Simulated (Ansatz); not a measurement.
# BFH6Si2: small, medium and large basis sets

How large a basis does BFH6Si2 need? Two functionals are run in growing sets.

Program: Ansatz 0.2.0, Gaussian basis. Level of theory: one geometry, several basis sets. These are calculated values, not measurements.

Plan: PBE0-D4/def2-SVP; ωB97M-V/def2-SVP; PBE0-D4/def2-QZVPP; ωB97M-V/def2-QZVPP; the functionals' def2-TZVPP values are taken from earlier runs.

### 1 The relaxed structure

An earlier PBE0-D4 in a triple-zeta def2 set relaxation fixed the geometry.

SMILES `FB([SiH3])[SiH3]`, 10 atoms, charge 0, spin multiplicity 1.

Atoms are counted from 1 here; the program's logs count them from 0.

Bond lengths: F1–B2 1.326 Å, B2–Si3 2.045 Å, B2–Si4 2.045 Å, Si3–H5 1.488 Å, Si3–H6 1.490 Å, Si3–H7 1.490 Å, Si4–H8 1.488 Å, Si4–H9 1.490 Å, Si4–H10 1.490 Å. Angles: F1–B2–Si3 119.0°, F1–B2–Si4 119.0°, Si3–B2–Si4 122.1°, B2–Si3–H5 113.7°, B2–Si3–H6 108.7°, B2–Si3–H7 108.7°, H5–Si3–H6 109.1°, H5–Si3–H7 109.1°, H6–Si3–H7 107.4°, B2–Si4–H8 113.7°, B2–Si4–H9 108.6°, B2–Si4–H10 108.8°, H8–Si4–H9 109.1°, H8–Si4–H10 109.1°, H9–Si4–H10 107.4°.

As a file:

```csv
atom,x (Å),y (Å),z (Å)
F1,-1.0084,-1.2815,-1.4099
B2,-0.3831,-0.4970,-0.5433
Si3,-0.0250,1.4510,-1.0508
Si4,0.1918,-1.2734,1.2588
H5,-0.5333,1.8214,-2.3992
H6,-0.6582,2.3352,-0.0318
H7,1.4444,1.6948,-1.0007
H8,-0.1425,-2.7138,1.4240
H9,-0.4661,-0.4935,2.3452
H10,1.6635,-1.0944,1.4104
```

### 2 PBE0-D4 in def2-SVP

File in.yaml:

```yaml
crystal:
  periodic: [false, false, false]
  atoms:
    - {symbol: F, position_ang: [-1.008398, -1.281518, -1.409876]}
    - {symbol: B, position_ang: [-0.383058, -0.497049, -0.543262]}
    - {symbol: Si, position_ang: [-0.025016, 1.451002, -1.050750]}
    - {symbol: Si, position_ang: [0.191800, -1.273386, 1.258818]}
    - {symbol: H, position_ang: [-0.533322, 1.821437, -2.399161]}
    - {symbol: H, position_ang: [-0.658212, 2.335198, -0.031810]}
    - {symbol: H, position_ang: [1.444439, 1.694759, -1.000745]}
    - {symbol: H, position_ang: [-0.142528, -2.713779, 1.424045]}
    - {symbol: H, position_ang: [-0.466108, -0.493545, 2.345227]}
    - {symbol: H, position_ang: [1.663503, -1.094417, 1.410415]}
basis:
  gaussian: {orbitals: def2-SVP}
hamiltonian: {xc: pbe0, dispersion: d4}
output: {orbitals: {seedname: orbitals}}
```

Started as:

```bash
> ansatz run in.yaml --threads 2 --pin off --events-out ev --progress --plain --max-ram 4352MiB
```

After this run come: ωB97M-V in def2-SVP; PBE0-D4 in def2-QZVPP; ωB97M-V in def2-QZVPP.

Q: Predict the results of all the runs planned. Wanted: PBE0-D4: double and triple zeta above quadruple; ωB97M-V: double and triple zeta above quadruple.

**Answer**, as computed:

| quantity | value |
| --- | --- |
| PBE0-D4: double and triple zeta above quadruple | 10.31, 0.71 eV |
| ωB97M-V: double and triple zeta above quadruple | 10.43, 0.67 eV |

**Reading.** For PBE0-D4 the step from double to triple zeta gains 9.60 eV and the next only 0.71 eV. These are total energies; as a rule much of such shifts cancels in differences, which this series doesn't test.
